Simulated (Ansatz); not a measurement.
# MgSe+ (doublet): the correlation ladder, cc-pVTZ

The task here is to estimate one member of a computed series from the others.

Program: Ansatz 0.2.0, Gaussian basis. Level of theory: cc-pVTZ, core rule «outside noble gas», up to 19 orbitals frozen. These are calculated values, not measurements.

To be run: UHF; CCSD(T) on ROHF; CCSD(T) on UHF; BCCD(T) on ROHF; CISD; CCSDT(Q) on ROHF; CCSDT(Q) on UHF.

13 further runs of the same task are left out: 5 for a known fault of the program, 3 that didn't finish, 5 set aside as unsound or not needed.

**What is computed**

The geometry is a PBE0/def2-TZVP stationary point (not a proven minimum). No spin-orbit coupling is included. The filled d shell of Se may be among the frozen orbitals whatever the setting's name suggests; the logs give the count.

2 atoms, charge 1, spin multiplicity 2.

Atoms are counted from 1 here; the program's logs count them from 0.

Bond lengths: Se1–Mg2 2.369 Å.

Set-up of the first run:

in.yaml

```yaml
crystal:
  periodic: [false, false, false]
  atoms:
    - {symbol: Se, position_ang: [0.000000, 0.000000, 0.000000]}
    - {symbol: Mg, position_ang: [0.000000, 0.000000, 2.369500]}
basis:
  gaussian: {orbitals: cc-pVTZ}
total_charge: 1
magnetization: {spin_polarized: true, initial_magnetization: 1}
hamiltonian: {xc: hf}
output: {orbitals: {seedname: orbitals}}
```

Started as:

```console
ansatz run in.yaml --threads 1 --pin off --events-out ev --progress --plain --max-ram 2393MiB
```

Among the steps run: UHF; CCSD(T) on ROHF; CCSD(T) on UHF; BCCD(T) on ROHF; CISD; CCSDT(Q) on ROHF; CCSDT(Q) on UHF.

One of the session's tables, all rows but one given; the rest of the session is left out.

| method | from UCCSDT(Q) (kcal/mol) |
| --- | --- |
| ROHF | +105.74 |
| UHF | +102.81 |
| RMP2 | +16.89 |
| UMP2 | +17.27 |
| CISD | +9.87 |
| RCCSD | +5.30 |
| UCCSD | +5.14 |
| RCCSD(T) | +0.84 |
| UCCSD(T) | +0.80 |
| BCCD(T) | +0.86 |
| RCCSDT | +0.30 |
| UCCSDT | +0.23 |
| RCCSDT(Q) | ? |
| UCCSDT(Q) | 0 |

**Question.** Estimate the row for RCCSDT(Q).

The run gave: from UCCSDT(Q) (kcal/mol): +0.09. In the column «from UCCSDT(Q) (kcal/mol)» it lies between UCCSDT(Q) (0) and UCCSDT (+0.23).

Limits of these values: Restricted and unrestricted rows rest on different reference determinants; where their highest levels disagree by more than a few hundredths of an eV, they describe different states and don't form one ladder.
